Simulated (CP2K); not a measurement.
The system is SiF.

```
CELL_PARAMETERS angstrom
4.19356 0.00000 0.00000
3.33899 2.53715 0.00000
3.33899 1.12465 2.27426
ATOMIC_POSITIONS crystal
Si 0.50000 0.50000 0.50000
F 0.00000 0.00000 0.00000
```

The cell was built by a generator and needn't be a form met in nature.

Base run:

* Program: CP2K 2026.2
* Functional: RPBE
* Potentials or basis: POTENTIAL_UZH Si GTH-PBE-q4, F GTH-PBE-q7; TZVP-MOLOPT-PBE-GTH basis
* Density cutoff: 14966 eV
* k mesh: 12 × 12 × 12
* Occupations: fermi-dirac, width 0.05 eV
* Spin: no spin polarisation

Its results: band gap on the k mesh none (metal or under the smearing width); pressure 2.1 GPa.

After a change of settings the same cell gave: band gap on the k mesh none (metal or under the smearing width); pressure -1.0 GPa. Which change was it?
A. functional from RPBE to rev-vdW-DF2
B. functional from RPBE to HLE16
C. functional from RPBE to LDA
D. functional from RPBE to SCAN

D.

Caveats: the potentials were made for another functional, which shifts forces and pressure; the basis of atomic orbitals isn't converged, which shifts pressures, moduli and gaps; an odd number of electrons without spin polarisation forces a metal; a magnetic or distorted state may lie lower.

Runs at the PBE level aren't shown here.
